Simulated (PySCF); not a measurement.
# Br₂: NMR shieldings

Wanted: NMR shieldings for Br₂ (`BrBr`).

Programs: PySCF 2.14.0, with routines of our own; each step states its level. All values are computed. Atoms count from 0.

### Step 1. The system as given

2 atoms, charge 0, multiplicity 1; geometry from: GFN2-xTB.

### Step 2. Optimising the geometry at PBE0-D3(BJ)/def2-SVP

What the job is given:

```
{"job": {"xc": "PBE0", "basis": "def2-SVP", "d3": "d3bj", "grid": 1, "maxiter": 30, "kind": "geom"}, "charge": 0, "multiplicity": 1}
Br     1.142070    -0.003008    -0.002702
Br    -1.139313     0.004276    -0.011446
```

Started as:

```console
OMP_NUM_THREADS=1 python heavy_run.py task.json out
```

The driver reads the jobs from task.json and runs them one after another.

Standard output:

```text
step   0  E = -5147.07901836  max force = 0.005430
step   1  E = -5147.07907355  max force = 0.002581
step   2  E = -5147.07909976  max force = 0.000033
step   3  E = -5147.07909984  max force = 0.000034
optimisation converged
```

Run time: 5.3 s. Hardware: 1 thread of Arm Neoverse V1, shared host; peak memory 0.29 GiB.

The steps of the relaxation:

| step | energy from step 0 (eV) | largest force component (eV/Å) |
| --- | --- | --- |
| 0 | 0.0000 | 0.2792 |
| 1 | -0.0015 | 0.1327 |
| 2 | -0.0022 | 0.0017 |
| 3 | -0.0022 | 0.0017 |

The bond:

| bond | before (Å) | after (Å) | change (Å) |
| --- | --- | --- | --- |
| Br0–Br1 | 2.281 | 2.299 | +0.017 |

The next job starts from the end point, and lists it.

| at the end point | value |
| --- | --- |
| point group (found at 0.08 Å tolerance) | D∞h |
| rotational constants (GHz, main isotopes) | 2.424, 2.424 |
| dipole moment (D) | 0.00 |

### Step 3. NMR shieldings: PBE/pcJ-1 Br:dyall-v2z (PBE), spin–orbit

What the job is given:

```
{"job": {"kind": "hnmr", "xc": "PBE", "basis": {"default": "pcJ-1", "Br": "dyall-v2z"}, "rel": "so"}, "charge": 0, "multiplicity": 1}
Br     1.140749     0.000460     0.004802
Br    -1.157967     0.016520    -0.014573
```

Method: PBE/pcJ-1 Br:dyall-v2z GIAO NMR shielding, X2C with spin-orbit coupling, screened-nuclear two-electron part, Gaussian nuclei, gas phase.

Standard output:

```text
spin-free SCF
coarse grid: 14664 points
cycle   1  E = -5211.9147882097  dE = -5.625e-02  |g| = 3.867e-01  |ddm| = 1.544e+00
cycle   2  E = -5211.9167281240  dE = -1.940e-03  |g| = 2.000e-01  |ddm| = 1.292e-01
cycle   3  E = -5211.9178990694  dE = -1.171e-03  |g| = 1.011e-01  |ddm| = 7.975e-02
cycle   4  E = -5211.9184159335  dE = -5.169e-04  |g| = 7.157e-03  |ddm| = 4.470e-02
cycle   5  E = -5211.9184260889  dE = -1.016e-05  |g| = 1.515e-03  |ddm| = 9.975e-03
cycle   6  E = -5211.9184265433  dE = -4.543e-07  |g| = 4.112e-04  |ddm| = 1.418e-03
final grid: 26152 points
cycle   7  E = -5211.9188625203  dE = -2.224e-07  |g| = 1.463e-03  |ddm| = 6.180e-04
cycle   8  E = -5211.9188625120  dE =  8.291e-09  |g| = 5.579e-04  |ddm| = 6.180e-04
cycle   9  E = -5211.9188625319  dE = -1.993e-08  |g| = 3.735e-04  |ddm| = 5.551e-04
cycle  10  E = -5211.9188625524  dE = -2.053e-08  |g| = 3.051e-05  |ddm| = 2.464e-04
cycle  11  E = -5211.9188625525  dE = -1.055e-10  |g| = 1.971e-06  |ddm| = 1.980e-05
converged SCF energy = -5211.9188625525
two-component SCF
cycle   1  E = -5211.7850592543  dE = -5.212e+03  |FDS-SDF| = 3.106e+01
cycle   2  E = -5212.0757453438  dE = -2.907e-01  |FDS-SDF| = 1.151e-02
cycle   3  E = -5212.0757454763  dE = -1.325e-07  |FDS-SDF| = 4.919e-03
cycle   4  E = -5212.0757460423  dE = -5.660e-07  |FDS-SDF| = 2.806e-03
cycle   5  E = -5212.0757463407  dE = -2.985e-07  |FDS-SDF| = 7.839e-05
cycle   6  E = -5212.0757463417  dE = -1.014e-09  |FDS-SDF| = 4.298e-05
converged, E = -5212.0757463417

Field gradients (au) and densities at the nuclei (bohr^-3)
atom        Vxx        Vyy        Vzz        centre      nuclear mean
  0 Br    -5.7944    -5.7944    11.5888      40853.458      40793.524
  1 Br    -5.7944    -5.7944    11.5888      40853.458      40793.524
without picture change
  0 Br                          11.9757                     66308.992
  1 Br                          11.9757                     66308.992

Core orbital energies (eV)
atom   shell        mean    spread
  0 Br 1s       -13301.916   0.000
  0 Br 2s        -1731.139   0.000
  0 Br 3s         -237.792   0.000
  0 Br 4s          -20.739   0.000
  0 Br 2p1/2     -1558.597   0.000
  0 Br 2p3/2     -1511.583   0.122
  0 Br 3p1/2      -177.900   0.000
  0 Br 3p3/2      -171.083   0.372
  0 Br 3d3/2       -67.291   0.367
  0 Br 3d5/2       -66.213   0.508
  1 Br 1s       -13301.916   0.000
  1 Br 2s        -1731.139   0.000
  1 Br 3s         -237.792   0.000
  1 Br 4s          -20.739   0.000
  1 Br 2p1/2     -1558.597   0.000
  1 Br 2p3/2     -1511.583   0.122
  1 Br 3p1/2      -177.900   0.000
  1 Br 3p3/2      -171.083   0.372
  1 Br 3d3/2       -67.291   0.367
  1 Br 3d5/2       -66.213   0.508

Shielding tensors (ppm)
atom      isotropic    diamagn.    paramagn.     s11        s22        s33       span
  0 Br     1954.20     2984.26    -1030.05    1284.61    1284.61    3293.39    2008.78
  1 Br     1954.20     2984.26    -1030.05    1284.61    1284.61    3293.39    2008.78
```

It took 12 s on 1 thread of Arm Neoverse V1, shared host; peak memory 0.58 GiB.

In short:

| quantity | value |
| --- | --- |
| energy from spin-orbit coupling | -0.1569 Eh |

The fields below are evaluated on a grid from the run's orbitals.

Frontier orbitals at PBE/dyall-v2z, with the share of their density that lies nearest to each atom:

| orbital | energy (eV) | lies on |
| --- | --- | --- |
| HOMO | -6.49 | Br0, Br1 about 50 % each |
| LUMO | -4.52 | Br0, Br1 about 50 % each |

ELF in a plane through or near 2 of the atoms.

Ten even steps from '0' (0.00) to '9' (0.87):
```
0000000000000000000000000000
0000000011100000011100000000
0000001344310000134431000000
0000124677641001467764210000
0000125788752002578875210000
0000246899974114799986420000
0001347999986226899997431000
0001348864467446644687431000
0000247525425665245357420000
0000246357744774277536420000
0000246358744774387536420000
0000247525425665245357430000
0001348864467446644687431000
0001347999986226899997431000
0000246899973114799986320000
0000125788752002578875210000
0000124677641001467764210000
0000001344310000134431000000
0000000011100000011100000000
0000000000000000000000000000
```
The map spans 7.5 Å across and 5.2 Å up, centred on the molecule. Atoms in the plane (x, y in Å): Br0 (1.1, 0.0), Br1 (-1.1, 0.0).

On the surface of density 0.002 e/bohr³ the electrostatic potential runs, from the 1st to the 99th percentile, from -0.17 to 1.65 V.

### Step 4. NMR shieldings: KT2/pcJ-1 Br:dyall-v2z (KT2), spin–orbit

What the job is given:

```
{"job": {"kind": "hnmr", "xc": "KT2", "basis": {"default": "pcJ-1", "Br": "dyall-v2z"}, "rel": "so"}, "charge": 0, "multiplicity": 1}
Br     1.140749     0.000460     0.004802
Br    -1.157967     0.016520    -0.014573
```

Level: KT2/pcJ-1 Br:dyall-v2z GIAO NMR shielding, X2C with spin-orbit coupling, screened-nuclear two-electron part, Gaussian nuclei, gas phase.

Standard output:

```text
spin-free SCF
coarse grid: 14664 points
cycle   1  E = -5232.8785778022  dE = -2.452e-02  |g| = 1.530e+00  |ddm| = 1.557e+00
cycle   2  E = -5232.8779779253  dE =  5.999e-04  |g| = 6.869e-01  |ddm| = 3.263e-01
cycle   3  E = -5232.8881306623  dE = -1.015e-02  |g| = 3.874e-01  |ddm| = 2.772e-01
cycle   4  E = -5232.8933151620  dE = -5.184e-03  |g| = 1.385e-02  |ddm| = 1.145e-01
cycle   5  E = -5232.8933441363  dE = -2.897e-05  |g| = 5.034e-03  |ddm| = 1.527e-02
cycle   6  E = -5232.8933503582  dE = -6.222e-06  |g| = 3.224e-04  |ddm| = 4.280e-03
final grid: 26152 points
cycle   7  E = -5232.8931500008  dE = -6.464e-06  |g| = 5.724e-02  |ddm| = 6.272e-04
cycle   8  E = -5232.8931500049  dE = -4.133e-09  |g| = 1.547e-03  |ddm| = 4.168e-04
cycle   9  E = -5232.8931500028  dE =  2.094e-09  |g| = 5.325e-04  |ddm| = 3.647e-04
cycle  10  E = -5232.8931500141  dE = -1.125e-08  |g| = 1.146e-05  |ddm| = 1.668e-04
cycle  11  E = -5232.8931500141  dE = -2.001e-11  |g| = 5.381e-06  |ddm| = 1.738e-05
converged SCF energy = -5232.8931500141
two-component SCF
cycle   1  E = -5232.7587545637  dE = -5.233e+03  |FDS-SDF| = 3.114e+01
cycle   2  E = -5233.0500377500  dE = -2.913e-01  |FDS-SDF| = 1.171e-02
cycle   3  E = -5233.0500379208  dE = -1.708e-07  |FDS-SDF| = 4.552e-03
cycle   4  E = -5233.0500383910  dE = -4.702e-07  |FDS-SDF| = 2.669e-03
cycle   5  E = -5233.0500386692  dE = -2.782e-07  |FDS-SDF| = 7.975e-05
cycle   6  E = -5233.0500386701  dE = -8.504e-10  |FDS-SDF| = 4.675e-05
converged, E = -5233.0500386701

Field gradients (au) and densities at the nuclei (bohr^-3)
atom        Vxx        Vyy        Vzz        centre      nuclear mean
  0 Br    -5.6796    -5.6796    11.3592      41424.427      41359.399
  1 Br    -5.6796    -5.6796    11.3592      41424.427      41359.399
without picture change
  0 Br                          11.7404                     67353.416
  1 Br                          11.7404                     67353.416

Core orbital energies (eV)
atom   shell        mean    spread
  0 Br 1s       -13349.370   0.000
  0 Br 2s        -1740.807   0.000
  0 Br 3s         -241.179   0.000
  0 Br 4s          -20.842   0.000
  0 Br 2p1/2     -1565.967   0.000
  0 Br 2p3/2     -1518.768   0.110
  0 Br 3p1/2      -180.400   0.000
  0 Br 3p3/2      -173.561   0.364
  0 Br 3d3/2       -68.861   0.356
  0 Br 3d5/2       -67.774   0.492
  1 Br 1s       -13349.370   0.000
  1 Br 2s        -1740.807   0.000
  1 Br 3s         -241.179   0.000
  1 Br 4s          -20.842   0.000
  1 Br 2p1/2     -1565.967   0.000
  1 Br 2p3/2     -1518.768   0.110
  1 Br 3p1/2      -180.400   0.000
  1 Br 3p3/2      -173.561   0.364
  1 Br 3d3/2       -68.861   0.356
  1 Br 3d5/2       -67.774   0.492

Shielding tensors (ppm)
atom      isotropic    diamagn.    paramagn.     s11        s22        s33       span
  0 Br     2043.02     2990.95     -947.93    1410.35    1410.36    3308.34    1897.98
  1 Br     2043.02     2990.95     -947.93    1410.36    1410.36    3308.34    1897.98
```

It took 11 s on 1 thread of Arm Neoverse V1, shared host; peak memory 0.58 GiB.

From this job:

| quantity | value |
| --- | --- |
| energy from spin-orbit coupling | -0.1569 Eh |

### Step 5. NMR shieldings: B3LYP/pcJ-1 Br:dyall-v2z (B3LYP), spin–orbit

What the job is given:

```
{"job": {"kind": "hnmr", "xc": "B3LYP", "basis": {"default": "pcJ-1", "Br": "dyall-v2z"}, "rel": "so"}, "charge": 0, "multiplicity": 1}
Br     1.140749     0.000460     0.004802
Br    -1.157967     0.016520    -0.014573
```

With the program's defaults for keys left out, this is: B3LYP/pcJ-1 Br:dyall-v2z GIAO NMR shielding, X2C with spin-orbit coupling, screened-nuclear two-electron part, Gaussian nuclei, gas phase.

Standard output:

```text
spin-free SCF
coarse grid: 14664 points
cycle   1  E = -5212.6820942028  dE = -6.666e-02  |g| = 2.105e-01  |ddm| = 1.535e+00
cycle   2  E = -5212.6836173256  dE = -1.523e-03  |g| = 1.368e-01  |ddm| = 1.297e-01
cycle   3  E = -5212.6850534057  dE = -1.436e-03  |g| = 4.092e-02  |ddm| = 7.759e-02
cycle   4  E = -5212.6851774882  dE = -1.241e-04  |g| = 3.452e-03  |ddm| = 2.108e-02
cycle   5  E = -5212.6851788416  dE = -1.353e-06  |g| = 1.042e-03  |ddm| = 3.171e-03
final grid: 26152 points
cycle   6  E = -5212.6854149663  dE = -5.580e-08  |g| = 9.463e-04  |ddm| = 1.429e-03
cycle   7  E = -5212.6854149851  dE = -1.875e-08  |g| = 8.427e-04  |ddm| = 1.316e-03
cycle   8  E = -5212.6854151346  dE = -1.496e-07  |g| = 6.652e-05  |ddm| = 6.649e-04
cycle   9  E = -5212.6854151349  dE = -2.801e-10  |g| = 7.951e-06  |ddm| = 2.962e-05
converged SCF energy = -5212.6854151349
two-component SCF
cycle   1  E = -5212.5516762643  dE = -5.213e+03  |FDS-SDF| = 3.104e+01
cycle   2  E = -5212.8418753953  dE = -2.902e-01  |FDS-SDF| = 1.104e-01
cycle   3  E = -5212.8421829842  dE = -3.076e-04  |FDS-SDF| = 6.028e-03
cycle   4  E = -5212.8422262369  dE = -4.325e-05  |FDS-SDF| = 3.321e-03
cycle   5  E = -5212.8422333967  dE = -7.160e-06  |FDS-SDF| = 1.799e-03
cycle   6  E = -5212.8422368112  dE = -3.414e-06  |FDS-SDF| = 1.884e-04
cycle   7  E = -5212.8422368395  dE = -2.829e-08  |FDS-SDF| = 4.259e-05
converged, E = -5212.8422368395

Field gradients (au) and densities at the nuclei (bohr^-3)
atom        Vxx        Vyy        Vzz        centre      nuclear mean
  0 Br    -5.9222    -5.9223    11.8445      40823.120      40763.172
  1 Br    -5.9222    -5.9223    11.8445      40823.120      40763.172
without picture change
  0 Br                          12.2418                     66253.166
  1 Br                          12.2418                     66253.166

Core orbital energies (eV)
atom   shell        mean    spread
  0 Br 1s       -13353.885   0.000
  0 Br 2s        -1750.428   0.000
  0 Br 3s         -245.736   0.000
  0 Br 4s          -22.598   0.000
  0 Br 2p1/2     -1575.212   0.000
  0 Br 2p3/2     -1527.907   0.106
  0 Br 3p1/2      -184.552   0.000
  0 Br 3p3/2      -177.617   0.341
  0 Br 3d3/2       -71.435   0.364
  0 Br 3d5/2       -70.331   0.502
  1 Br 1s       -13353.885   0.000
  1 Br 2s        -1750.428   0.000
  1 Br 3s         -245.736   0.000
  1 Br 4s          -22.598   0.000
  1 Br 2p1/2     -1575.212   0.000
  1 Br 2p3/2     -1527.907   0.106
  1 Br 3p1/2      -184.552   0.000
  1 Br 3p3/2      -177.617   0.341
  1 Br 3d3/2       -71.435   0.364
  1 Br 3d5/2       -70.331   0.502

Shielding tensors (ppm)
atom      isotropic    diamagn.    paramagn.     s11        s22        s33       span
  0 Br     1992.24     2984.48     -992.25    1340.24    1340.24    3296.23    1956.00
  1 Br     1992.24     2984.48     -992.25    1340.24    1340.24    3296.23    1956.00
```

Run time: 43 s. Hardware: 1 thread of Arm Neoverse V1, shared host; peak memory 0.85 GiB.

From this job:

| quantity | value |
| --- | --- |
| energy from spin-orbit coupling | -0.1568 Eh |

### Step 6. NMR shieldings: BHandHLYP/pcJ-1 Br:dyall-v2z (BHandHLYP), spin–orbit

What the job is given:

```
{"job": {"kind": "hnmr", "xc": "BHandHLYP", "basis": {"default": "pcJ-1", "Br": "dyall-v2z"}, "rel": "so"}, "charge": 0, "multiplicity": 1}
Br     1.140749     0.000460     0.004802
Br    -1.157967     0.016520    -0.014573
```

Method: BHandHLYP/pcJ-1 Br:dyall-v2z GIAO NMR shielding, X2C with spin-orbit coupling, screened-nuclear two-electron part, Gaussian nuclei, gas phase.

Standard output:

```text
spin-free SCF
coarse grid: 14664 points
cycle   1  E = -5212.5426565812  dE = -7.114e-02  |g| = 1.978e-01  |ddm| = 1.513e+00
cycle   2  E = -5212.5454498499  dE = -2.793e-03  |g| = 1.058e-01  |ddm| = 1.686e-01
cycle   3  E = -5212.5469919284  dE = -1.542e-03  |g| = 3.183e-02  |ddm| = 8.109e-02
cycle   4  E = -5212.5470576232  dE = -6.569e-05  |g| = 6.066e-03  |ddm| = 1.024e-02
cycle   5  E = -5212.5470624448  dE = -4.822e-06  |g| = 4.448e-04  |ddm| = 3.465e-03
final grid: 26152 points
cycle   6  E = -5212.5472241964  dE = -6.097e-08  |g| = 2.829e-04  |ddm| = 4.394e-04
cycle   7  E = -5212.5472242009  dE = -4.415e-09  |g| = 2.097e-04  |ddm| = 1.852e-04
cycle   8  E = -5212.5472242036  dE = -2.763e-09  |g| = 9.563e-06  |ddm| = 6.849e-05
converged SCF energy = -5212.5472242036
two-component SCF
cycle   1  E = -5212.4137335308  dE = -5.212e+03  |FDS-SDF| = 3.100e+01
cycle   2  E = -5212.7023780146  dE = -2.886e-01  |FDS-SDF| = 2.665e-01
cycle   3  E = -5212.7032071216  dE = -8.291e-04  |FDS-SDF| = 1.658e-02
cycle   4  E = -5212.7033502479  dE = -1.431e-04  |FDS-SDF| = 6.730e-03
cycle   5  E = -5212.7034206763  dE = -7.043e-05  |FDS-SDF| = 3.746e-03
cycle   6  E = -5212.7034409070  dE = -2.023e-05  |FDS-SDF| = 1.760e-03
cycle   7  E = -5212.7034451700  dE = -4.263e-06  |FDS-SDF| = 1.031e-04
cycle   8  E = -5212.7034451780  dE = -7.996e-09  |FDS-SDF| = 1.658e-05
converged, E = -5212.7034451780

Field gradients (au) and densities at the nuclei (bohr^-3)
atom        Vxx        Vyy        Vzz        centre      nuclear mean
  0 Br    -6.0193    -6.0194    12.0387      40796.101      40736.373
  1 Br    -6.0193    -6.0194    12.0387      40796.101      40736.373
without picture change
  0 Br                          12.4458                     66199.269
  1 Br                          12.4458                     66199.269

Core orbital energies (eV)
atom   shell        mean    spread
  0 Br 1s       -13431.735   0.000
  0 Br 2s        -1779.158   0.000
  0 Br 3s         -257.991   0.000
  0 Br 4s          -25.069   0.000
  0 Br 2p1/2     -1599.140   0.000
  0 Br 2p3/2     -1551.429   0.082
  0 Br 3p1/2      -194.578   0.000
  0 Br 3p3/2      -187.486   0.297
  0 Br 3d3/2       -77.449   0.364
  0 Br 3d5/2       -76.307   0.499
  1 Br 1s       -13431.735   0.000
  1 Br 2s        -1779.158   0.000
  1 Br 3s         -257.991   0.000
  1 Br 4s          -25.069   0.000
  1 Br 2p1/2     -1599.140   0.000
  1 Br 2p3/2     -1551.429   0.082
  1 Br 3p1/2      -194.578   0.000
  1 Br 3p3/2      -187.486   0.297
  1 Br 3d3/2       -77.449   0.364
  1 Br 3d5/2       -76.307   0.499

Shielding tensors (ppm)
atom      isotropic    diamagn.    paramagn.     s11        s22        s33       span
  0 Br     2147.09     2984.53     -837.45    1565.92    1565.92    3309.42    1743.50
  1 Br     2147.09     2984.53     -837.45    1565.92    1565.92    3309.42    1743.50
```

Wall time 47 s (1 thread of Arm Neoverse V1, shared host); peak memory 0.88 GiB.

In short:

| quantity | value |
| --- | --- |
| energy from spin-orbit coupling | -0.1562 Eh |

### Step 7. Shieldings side by side

| run | Br0 | Br1 | time |
| --- | --- | --- | --- |
| step 3, PBE/pcJ-1 Br:dyall-v2z (PBE), spin–orbit | 1954.2 | 1954.2 | 12 s |
| step 4, KT2/pcJ-1 Br:dyall-v2z (KT2), spin–orbit | 2043.0 | 2043.0 | 11 s |
| step 5, B3LYP/pcJ-1 Br:dyall-v2z (B3LYP), spin–orbit | 1992.2 | 1992.2 | 43 s |
| step 6, BHandHLYP/pcJ-1 Br:dyall-v2z (BHandHLYP), spin–orbit | 2147.1 | 2147.1 | 47 s |

### Step 8. What came out

| quantity | value |
| --- | --- |
| point group | D∞h |
| rotational constants (main isotopes) | 2.42, 2.42 GHz |
| energy from spin-orbit coupling (step 3, PBE/pcJ-1 Br:dyall-v2z (PBE), spin–orbit) | -0.1569 Eh |
| shieldings (step 3, PBE/pcJ-1 Br:dyall-v2z (PBE), spin–orbit) | Br0 1954.2, Br1 1954.2 ppm |
| surface potential, 1st and 99th percentile | -0.17 V and 1.65 V |
| energy from spin-orbit coupling (step 4, KT2/pcJ-1 Br:dyall-v2z (KT2), spin–orbit) | -0.1569 Eh |
| shieldings (step 4, KT2/pcJ-1 Br:dyall-v2z (KT2), spin–orbit) | Br0 2043.0, Br1 2043.0 ppm |
| energy from spin-orbit coupling (step 5, B3LYP/pcJ-1 Br:dyall-v2z (B3LYP), spin–orbit) | -0.1568 Eh |
| shieldings (step 5, B3LYP/pcJ-1 Br:dyall-v2z (B3LYP), spin–orbit) | Br0 1992.2, Br1 1992.2 ppm |
| energy from spin-orbit coupling (step 6, BHandHLYP/pcJ-1 Br:dyall-v2z (BHandHLYP), spin–orbit) | -0.1562 Eh |
| shieldings (step 6, BHandHLYP/pcJ-1 Br:dyall-v2z (BHandHLYP), spin–orbit) | Br0 2147.1, Br1 2147.1 ppm |

**Reading.** Over 3 steps the energy fell by 0.002 eV; of the close pairs, Br0–Br1 changed most, 2.281 to 2.299 Å. Br0 (with its equivalent atoms) moves most between the runs, by 193 ppm; the labels say what changes from run to run.
